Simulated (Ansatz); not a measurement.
# CH₃Te radical (SMILES [CH2][TeH]): single points off equilibrium

An exercise on one series of results from a longer session: the logs are not shown, and one member is left open.

Computed with Ansatz 0.2.0, Gaussian basis. Level: single points in def2-TZVPP.

Cores are frozen in the correlated methods. Filled d shells of the heavier atoms are correlated. Core potentials replace the inner electrons past krypton, and spin-orbit coupling is left out. Orbitals are unrestricted.

## The system as given

SMILES `[CH2][TeH]`, 5 atoms, charge 0, spin multiplicity 2.

Atoms are counted from 1 here; the program's logs count them from 0.

Bond lengths: C1–Te2 2.052 Å, C1–H3 1.073 Å, C1–H4 1.064 Å, Te2–H5 1.615 Å. Angles: Te2–C1–H3 117.5°, Te2–C1–H4 116.1°, H3–C1–H4 117.2°, C1–Te2–H5 92.4°.

Geometry (Å):

```
C    -0.3064   -0.6146    0.2272
Te    1.2965    0.5898   -0.2109
H    -1.2787   -0.2749   -0.0725
H    -0.1272   -1.6630    0.1968
H     0.3991    1.9305   -0.1274
```

The first run:

run/in.yaml

```yaml
crystal:
  periodic: [false, false, false]
  atoms:
    - {symbol: C, position_ang: [-0.306400, -0.614600, 0.227200]}
    - {symbol: Te, position_ang: [1.296500, 0.589800, -0.210900]}
    - {symbol: H, position_ang: [-1.278700, -0.274900, -0.072500]}
    - {symbol: H, position_ang: [-0.127200, -1.663000, 0.196800]}
    - {symbol: H, position_ang: [0.399100, 1.930500, -0.127400]}
basis:
  gaussian: {orbitals: def2-TZVPP}
magnetization: {spin_polarized: true, initial_magnetization: 1}
correlation: {method: ccsd_t}
scf: {omitted_lower_state_checks: [cluster_reference]}
output: {forces: true}
```

The command line of these runs was not kept.

Steps of the session up to this table: CCSD(T)/def2-TZVPP; PBE0-D4/def2-TZVPP; wB97M-V/def2-TZVPP; r2SCAN-D4/def2-TZVPP; PBE-D4/def2-TZVPP; BLYP-D4/def2-TZVPP; B97M-V/def2-TZVPP.

One of the session's tables, all rows but one given; the rest of the session is left out.

| method | RMS force component (eV/Å) | angle to CCSD(T) forces (°) | dipole (D) |
| --- | --- | --- | --- |
| CCSD(T) | 0.324 | reference | 0.43 |
| PBE0-D4 | ? | ? | ? |
| wB97M-V | 0.342 | 11.2 | 0.45 |
| r2SCAN-D4 | 0.371 | 9.0 | 0.44 |
| PBE-D4 | 0.495 | 12.1 | 0.51 |
| BLYP-D4 | 0.479 | 24.9 | 0.53 |
| B97M-V | 0.361 | 17.7 | 0.45 |

**Question.** Estimate the row for PBE0-D4.

As computed: RMS force component (eV/Å): 0.388; angle to CCSD(T) forces (°): 6.8; dipole (D): 0.44. In the column «RMS force component (eV/Å)» it lies between r2SCAN-D4 (0.371) and BLYP-D4 (0.479).
